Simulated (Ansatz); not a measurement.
Write a Python script for the Python package of Ansatz (0.2.0) that makes a check of forces and pressure against finite differences of Sr₃SbP (distorted cell). Use (first run): r2SCAN, PAW, cutoff 650 eV, 4×4×4 k-points, fixed occupations.

```
Sr Sb P
1.0
     5.60386    0.01943    0.08437
     0.01943    5.73535   -0.02418
     0.08437   -0.02418    5.76101
Sr Sb P
3 1 1
Direct
  0.99749 0.50020 0.49717
  0.50635 0.00426 0.49880
  0.49723 0.49757 0.01466
  0.98255 0.99089 0.99863
  0.51311 0.49002 0.49860
```

The script, `fdcheck.py`:
```python
"""Forces and pressure of Sr3SbP against finite differences of the energy, distorted."""

import warnings

import ansatz as az
import numpy as np

vectors0 = np.array([
    [5.60386, 0.01943, 0.08437],
    [0.01943, 5.73535, -0.02418],
    [0.08437, -0.02418, 5.76101],
])
sites = [
    ("Sr", (0.99749, 0.5002, 0.49717)),
    ("Sr", (0.50635, 0.00426, 0.4988)),
    ("Sr", (0.49723, 0.49757, 0.01466)),
    ("Sb", (0.98255, 0.99089, 0.99863)),
    ("P", (0.51311, 0.49002, 0.4986)),
]


def make_crystal(cell):
    crystal = az.Crystal(lattice=az.Lattice.of(cell))
    for symbol, position in sites:
        crystal = crystal.atom(symbol, position)
    return crystal

warnings.simplefilter("ignore", az.DeckWarning)

def solve(crystal):
    return (
        crystal.calculation()
        .functional("r2scan")
        .occupations("fixed")
        .basis(650, xc_grid=2)
        .kpoints(4, 4, 4)
        .scf(tolerance=1e-09)
        .forces()
        .stress()
        .run(threads=1)
    ).report


centre = solve(make_crystal(vectors0))
start = make_crystal(vectors0)
# move one atom both ways along a Cartesian axis
print(f"force on atom 3 along y: analytic {centre['forces_ev_ang'][3][1]:.4f} eV/A")
for h in (0.004, 0.016):
    shift = np.eye(3)[1] * h @ np.linalg.inv(vectors0)
    plus, minus = (solve(start.move(3, to=np.array(sites[3][1]) + sign * shift))["lagrangian_ev"] for sign in (1, -1))
    print(f"  step {h} A: numerical {-(plus - minus) / (2 * h):.4f} eV/A")
# P = -dF/dV; the difference feels the change of the plane-wave count with the cell
volume = abs(np.linalg.det(vectors0))
larger, smaller = (solve(make_crystal(vectors0 * (1 + sign * 0.005) ** (1 / 3)))["lagrangian_ev"] for sign in (1, -1))
numerical = -(larger - smaller) / (0.01 * volume) * 160.21766
print(f"pressure: analytic {np.trace(centre['stress_gpa']) / 3:.3f}, numerical {numerical:.3f} GPa")
```

Output of `python fdcheck.py`:
```text
force on atom 3 along y: analytic -0.0230 eV/A
  step 0.004 A: numerical -0.0230 eV/A
  step 0.016 A: numerical -0.0229 eV/A
pressure: analytic 0.705, numerical 0.705 GPa
```

The program warned that this SCF threshold is loose for forces or stresses. Pressure is positive in compression. The cell is a database structure, distorted on purpose. The central difference errs as the square of the step, so the shorter step is the fairer test; what remains comes from the finite grid and the SCF threshold. The script silences the warnings on its input, which a real study should read. Timing: 4.8 min on 1 thread of Arm Neoverse V2, on a shared host, peak memory 0.73 GiB.
